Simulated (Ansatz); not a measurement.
Geometry optimisation, Ansatz 0.2.0, DFT PBE-D3(BJ), scalar-relativistic, plane waves, PAW.

input.yaml

```yaml
crystal:
  lattice:
    - [6.62, 0.0, 0.0]
    - [0.0, 6.62, 0.0]
    - [0.0, 0.0, 6.62]
  atoms:
    - { symbol: Ta, position: [0.0, 0.0, 0.0] }
    - { symbol: Ta, position: [0.5, 0.0, 0.0] }
    - { symbol: Ta, position: [0.0, 0.5, 0.0] }
    - { symbol: Ta, position: [0.0, 0.0, 0.5] }
    - { symbol: Ta, position: [0.25, 0.25, 0.25] }
    - { symbol: Ta, position: [0.5, 0.5, 0.0] }
    - { symbol: Ta, position: [0.5, 0.0, 0.5] }
    - { symbol: Ta, position: [0.75, 0.25, 0.25] }
    - { symbol: Ta, position: [0.0, 0.5, 0.5] }
    - { symbol: Ta, position: [0.25, 0.75, 0.25] }
    - { symbol: Ta, position: [0.25, 0.25, 0.75] }
    - { symbol: Ta, position: [0.5, 0.5, 0.5] }
    - { symbol: Ta, position: [0.75, 0.75, 0.25] }
    - { symbol: Ta, position: [0.75, 0.25, 0.75] }
    - { symbol: Ta, position: [0.25, 0.75, 0.75] }
    - { symbol: Ta, position: [0.75, 0.75, 0.75] }
    - { symbol: C, position: [0.3788668, 0.7437292, -0.0077861] }
basis:
  ecutwfc: 420.0
kpoints:
  mp_grid: { grid: [3, 3, 3] }
hamiltonian:
  xc: pbe
  dispersion: d3bj
scf:
  occupations: { method: gaussian, width: 0.05 }
  lower_state_search: "off"
relax:
  f_tol: 0.03
  max_steps: 60
  adjacent_minimum: "off"
```

Launched with:

```bash
$ ansatz run input.yaml --threads 4 --pin off --max-ram 10240MiB --backend cpu --events-out ev --progress --plain --runs-dir out
```

Where does it end, and by what steps?

The forces met the threshold. The force dipped under the threshold on the way, but the program's further checks kept it going. Limits of this set-up: coarse k mesh, a small cell, in which the defect meets its images, a typed lattice constant that wasn't relaxed here. After 9 steps the energy has fallen by 3.367 eV; C17 moved furthest, 0.76 Å.

```
step  energy less start (eV)  largest force component (eV/Å)  accepted
   0                  0.0000                           7.444       yes
   1                 -1.2756                           1.486       yes
   2                 -2.3178                           0.641       yes
   3                 -2.4554                           1.262       yes
   4                 -2.7711                           1.470       yes
   5                 -3.1880                           1.175       yes
   6                 -3.3535                           0.604       yes
   7                 -3.3667                           0.029       yes
   8                 -3.3667                           0.031       yes
   9                 -3.3669                           0.007       yes
```

```xyz
17
Lattice="6.6200 0.0000 0.0000 0.0000 6.6200 0.0000 0.0000 0.0000 6.6200" Properties=species:S:1:pos:R:3
Ta -0.047 0.008 -0.003
Ta 3.263 0.316 -0.003
Ta -0.047 3.297 -0.003
Ta -0.047 -0.073 3.307
Ta 1.524 1.652 1.735
Ta 3.263 2.990 -0.003
Ta 3.263 0.008 3.307
Ta 5.001 1.653 1.736
Ta -0.047 3.378 3.307
Ta 1.662 4.963 1.597
Ta 1.524 1.653 4.879
Ta 3.263 3.297 3.307
Ta 4.864 4.963 1.597
Ta 5.002 1.653 4.878
Ta 1.662 4.963 5.016
Ta 4.863 4.963 5.017
C 3.263 4.963 -0.003
```

Whether the end is a true minimum wasn't checked by a vibrational analysis.

Run time: 50 s on 4 threads of Intel(R) Xeon(R) 6975P-C (Granite Rapids) (shared host), peak memory 1.2 GiB.
